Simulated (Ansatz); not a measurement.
Zr3S2:

```
Zr S
1.0
     2.90254    1.67578    3.48777
    -2.90254    1.67578    3.48777
     0.00000   -3.35156    3.48777
Zr S
3 2
Direct
  0.83873 0.50000 0.16127
  0.50000 0.16127 0.83873
  0.16127 0.83873 0.50000
  0.66502 0.66502 0.66502
  0.33498 0.33498 0.33498
```

The cell comes from a database or a generator and needn't be the stable form of this composition.

Base run:

| Quantity | Value |
| --- | --- |
| Program | Ansatz 0.2.0 |
| Functional | r2SCAN |
| Potentials or basis | Ansatz PAW |
| Cutoff | 500 eV (not typed: the program's choice for these potentials) |
| k mesh | 6 × 6 × 6 |
| Occupations | fermi-dirac, width 0.05 eV |
| Spin | no spin polarisation |
| Hubbard terms | Zr d U = 3 eV |

Its results: band gap on the k mesh none (metal or under the smearing width); pressure 2.6 GPa; largest force 0.156 eV/Å.

Q: The run is repeated on the same cell with these changes: hubbard terms from Zr d U = 3 eV to Zr d U = 5 eV. What comes out?

A: Band gap on the k mesh none (metal or under the smearing width); pressure 5.6 GPa; largest force 0.164 eV/Å.

Caveats: U without spin polarisation on a metal has little footing; the PAW data sets come from PBE, with cores solved anew for the run's functional, which leaves a small shift of forces and pressure; the density of states is complete only up to the lowest level of the last band computed.
